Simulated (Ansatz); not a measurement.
**Ta: a tetragonal deformation path**

One table from this session's results is given with a row withheld; the runs are named, their logs left out.

Program: Ansatz 0.2.0. Level of theory: DFT r2SCAN, scalar-relativistic, plane waves, PAW. These are calculated values, not measurements.

**The system as given**

It takes space group Fm-3m (No. 225, cubic). The conventional cell has a = 4.220 Å, b = 4.220 Å, c = 4.220 Å, α = 90.00°, β = 90.00°, γ = 90.00°. Ta (site symmetry m-3m) is surrounded by 12 Ta at 2.98 Å.

Structure file:

```
Ta
1.0
     0.00000    2.11000    2.11000
     2.11000    0.00000    2.11000
     2.11000    2.11000    0.00000
Ta
1
Cartesian
  0.0000 0.0000 0.0000
```

The cell is taken as given, not relaxed at this level.

**The reference cell**

Reference values: F = -9944.0810 eV; pressure -1.66 GPa; largest force 0.000 eV/Å; gap on the mesh none (metal). It was computed beforehand with the settings of the runs below.

The first run:

At fixed volume and fractional coordinates, lengths along (0.000, 0.000, 1.000) are scaled against those across it; ρ is that ratio over its starting value.

File input.yaml:

```yaml
crystal:
  lattice:
    - [0.0, 2.3685141521, 1.6745395056]
    - [2.3685141521, 0.0, 1.6745395056]
    - [2.3685141521, 2.3685141521, 0.0]
  atoms:
    - { symbol: Ta, position: [0.0, 0.0, 0.0] }
basis:
  ecutwfc: 500
kpoints:
  mp_grid: { grid: [22, 22, 22] }
hamiltonian:
  xc: r2scan
scf:
  occupations: { method: gaussian, width: 0.15 }
output:
  forces: true
  stress: true
  eigenvalues: true
```

Launch:

```sh
> ansatz run input.yaml --threads 1 --pin off --max-ram 2560MiB --backend cpu --events-out ev --progress --plain --runs-dir out
```

Steps of the session up to this table: At ρ = 0.707; ρ = 1.414; At ρ = 0.850; At ρ = 1.200; At ρ = 0.780; ρ = 1.300; Point ρ = 0.920; At ρ = 1.100.

One table of the session follows, with a row left open; its other results are not shown here.

The scan, with free energies counted from the undisturbed cell:

```
    ρ  ΔE (meV/atom)  pressure (GPa)
0.707         -227.5            -7.4
0.780              ?               ?
0.850         -118.3            -4.8
0.920          -37.0            -2.8
1.000            0.0            -1.7
1.100          -34.6            -2.9
1.200          -74.9            -4.1
1.300          -42.4            -3.8
1.414          104.5            -1.5
```

**Question.** Estimate the row for ρ = 0.780.

Worked estimate for «ΔE (meV/atom)». A straight line through the neighbours (0.707, -227.5) and (0.850, -118.3) gives -227.5 + (-118.3 + 227.5) × (0.780 − 0.707) / (0.850 − 0.707) = -171.8; a parabola fitted to 3 rows on both sides gives -181.3.

The run gave: ΔE (meV/atom): -193.4; pressure (GPa): -6.7. In «ΔE (meV/atom)» the line misses by +21.6 and the parabola by +12.1.
